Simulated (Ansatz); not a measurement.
# NdAgO4: the cost of one run

Method: DFT PBE, scalar-relativistic, plane waves, PAW; 4f electrons in the core of a trivalent norm-conserving potential, in Ansatz 0.2.0.

## Step 1: Starting point

Symmetry: F-43m, No. 216, cubic system. The conventional cell has a = 6.737 Å, b = 6.737 Å, c = 6.737 Å, α = 90.00°, β = 90.00°, γ = 90.00°. Around Nd (site symmetry -43m) lie 12 O at 2.79 Å and 4 Ag at 2.92 Å. Ag (site symmetry -43m) has 12 O at 2.79 Å and 4 Nd at 2.92 Å in its first shell of neighbours. O (site symmetry 3m) is surrounded by 6 O at 2.38 to 2.39 Å and 3 Ag at 2.79 Å and 3 Nd at 2.79 Å.

Structure file:

```
CELL_PARAMETERS angstrom
0.00000 3.36861 3.36861
3.36861 0.00000 3.36861
3.36861 3.36861 0.00000
ATOMIC_POSITIONS crystal
Nd 0.75000 0.75000 0.75000
Ag 0.00000 0.00000 0.00000
O 0.37480 0.37480 0.87559
O 0.87559 0.37480 0.37480
O 0.37480 0.37480 0.37480
O 0.37480 0.87559 0.37480
```

Recipe of the guess: species swapped into a database cell of ErInCu4 (F-43m, No. 216), with Nd on the Er sites, Ag on the In sites and O on the Cu sites. Lengths come from tabulated atomic sizes and are only a guess.

## Step 2: A first look at the guess

input.yaml

```yaml
crystal:
  lattice:
    - [0.0, 3.36860583, 3.36860583]
    - [3.36860583, 0.0, 3.36860583]
    - [3.36860583, 3.36860583, 0.0]
  atoms:
    - { symbol: Nd, position: [0.75, 0.75, 0.75] }
    - { symbol: Ag, position: [0.0, 0.0, 0.0] }
    - { symbol: O, position: [0.37480456, 0.37480456, 0.87558633] }
    - { symbol: O, position: [0.87558633, 0.37480456, 0.37480456] }
    - { symbol: O, position: [0.37480456, 0.37480456, 0.37480456] }
    - { symbol: O, position: [0.37480456, 0.87558633, 0.37480456] }
basis:
  ecutwfc: 660
kpoints:
  mp_grid: { grid: [4, 4, 4] }
hamiltonian:
  xc: pbe
  pseudopotentials:
    kind: paw
    azcp: { Nd: "pseudopotentials/pbe/nc/lanthanide_3plus/Nd.nc.azcp" }
scf:
  occupations: { method: gaussian, width: 0.1 }
  lower_state_search: "off"
output:
  forces: true
  stress: true
  eigenvalues: true
```

The run is started by

```bash
$ ansatz run input.yaml --threads 1 --pin off --max-ram 2560MiB --backend cpu --events-out ev --progress --plain --runs-dir out
```

**Question.** How long does this run take on 1 thread of Intel Xeon at 2.50GHz (Skylake/Cascade Lake), shared host, and how much memory does it need?

About 8 s, with a peak of 0.35 GiB.
